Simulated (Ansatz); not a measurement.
# In2ICl: the cost of one run

Program: Ansatz 0.2.0. Level of theory: DFT PBE, scalar-relativistic, plane waves, PAW. These are calculated values, not measurements.

## (1) The structure to begin with

Symmetry: R-3m, No. 166, trigonal system. The conventional cell has a = 6.547 Å, b = 6.547 Å, c = 11.448 Å, α = 90.00°, β = 90.00°, γ = 120.00°. In (site symmetry 3m) has 1 Cl at 2.30 Å and 1 I at 3.42 Å in its first shell of neighbours. I (site symmetry -3m) has 8 In at 3.42 to 3.80 Å in its first shell of neighbours. Cl (site symmetry -3m) is surrounded by 2 In at 2.30 Å.

Coordinates:

```cif
data_structure
_symmetry_space_group_name_H-M 'R-3m:H'
_symmetry_Int_Tables_number 166
_cell_length_a 6.5470
_cell_length_b 6.5470
_cell_length_c 11.4484
_cell_angle_alpha 90.000
_cell_angle_beta 90.000
_cell_angle_gamma 120.000
_cell_volume 424.98
loop_
_atom_site_label
_atom_site_type_symbol
_atom_site_symmetry_multiplicity
_atom_site_Wyckoff_symbol
_atom_site_fract_x
_atom_site_fract_y
_atom_site_fract_z
_atom_site_occupancy
In1 In 6 c 0.33333 0.66667 0.46578 1
I1 I 3 b 0.33333 0.66667 0.16667 1
Cl1 Cl 3 a 0.00000 0.00000 0.00000 1
```

Recipe of the guess: random cell by space group and Wyckoff sites (R-3m, No. 166). Its size is a rough estimate.

## (2) A first look at the guess

File input.yaml:

```yaml
crystal:
  lattice:
    - [3.27351506, 1.8899648, 3.81612865]
    - [-3.27351506, 1.8899648, 3.81612865]
    - [0.0, -3.7799296, 3.81612865]
  atoms:
    - { symbol: In, position: [0.79911179, 0.79911179, 0.79911179] }
    - { symbol: In, position: [0.20088821, 0.20088821, 0.20088821] }
    - { symbol: I, position: [0.5, 0.5, 0.5] }
    - { symbol: Cl, position: [0.0, 0.0, 0.0] }
basis:
  ecutwfc: 420
kpoints:
  mp_grid: { grid: [3, 3, 3] }
hamiltonian:
  xc: pbe
scf:
  occupations: { method: gaussian, width: 0.1 }
  lower_state_search: "off"
output:
  forces: true
  stress: true
  eigenvalues: true
```

Started as:

```console
> ansatz run input.yaml --threads 1 --pin off --max-ram 2560MiB --backend cpu --events-out ev --progress --plain --runs-dir out
```

Q: Estimate wall time and peak memory on 1 thread of Intel Xeon at 2.50GHz (Skylake/Cascade Lake), shared host.

About 5.1 s, with a peak of 0.39 GiB.
